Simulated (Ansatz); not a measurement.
B2ClH7Si2, SMILES BB[SiH2][SiH2]Cl, a single point from an input written key by key

Program: the Ansatz DFT code, driven from Python.

Notebook, run cell by cell (the value of a cell's last expression is shown):

**Cell 1**
```python
import ansatz as az
```

**Cell 2**
```python
DECK = """
crystal:
  periodic: [false, false, false]
  atoms:
    - { symbol: B, position_ang: [-0.8726, 1.6784, 1.098] }
    - { symbol: B, position_ang: [-0.416, 0.1859, 1.4461] }
    - { symbol: Si, position_ang: [0.8988, -0.6821, 0.3383] }
    - { symbol: Si, position_ang: [0.2158, -0.9856, -1.7175] }
    - { symbol: Cl, position_ang: [-0.1921, 0.8487, -2.648] }
    - { symbol: H, position_ang: [-1.7284, 2.2669, 1.7663] }
    - { symbol: H, position_ang: [-0.4438, 2.2986, 0.161] }
    - { symbol: H, position_ang: [-0.8056, -0.3482, 2.3895] }
    - { symbol: H, position_ang: [1.2639, -1.9723, 0.9851] }
    - { symbol: H, position_ang: [2.1437, 0.1511, 0.3213] }
    - { symbol: H, position_ang: [-1.1303, -1.7473, -1.6232] }
    - { symbol: H, position_ang: [1.1436, -1.7491, -2.4828] }
basis:
  gaussian: { orbitals: def2-SVP }
hamiltonian:
  xc: pbe0
"""

session = az.Session.from_yaml(DECK)
rep = session.plan(threads=1).execute().report

print(f"E = {rep['free_energy_ev']:.6f} eV = {rep['free_energy_ev'] / 27.211386246:.7f} Ha")
print("converged:", rep["converged"], " doubts:", rep["published_state_doubts"] or "none")
symbols = ["B", "B", "Si", "Si", "Cl", "H", "H", "H", "H", "H", "H", "H"]
field = rep["mean_field"]
print("<S^2> =", round(abs(field["state"]["spin_squared"]), 4), " all-electron relativity setting:", field["relativity"])
print("passes:", field["passes"])
if "symmetry" in field:
    print("occupied orbitals by irrep:", field["symmetry"]["occupied"])
```
Output:
```text
E = -29719.695486 eV = -1092.1786644 Ha
converged: True  doubts: none
<S^2> = 0.0  all-electron relativity setting: none
passes: {'evaluations': 16, 'products': 13}
occupied orbitals by irrep: [{'A': 31}, {'A': 31}]
```

Notes:
- Total energies depend on the basis set; only differences at equal settings carry meaning.
- The geometry is a force-field or estimated start, not a minimum of this method, and the basis set is short of its limit.
- The whole script took 5.6 s on 1 thread of Arm Neoverse V2, with other jobs on the host, peak memory 0.29 GiB.
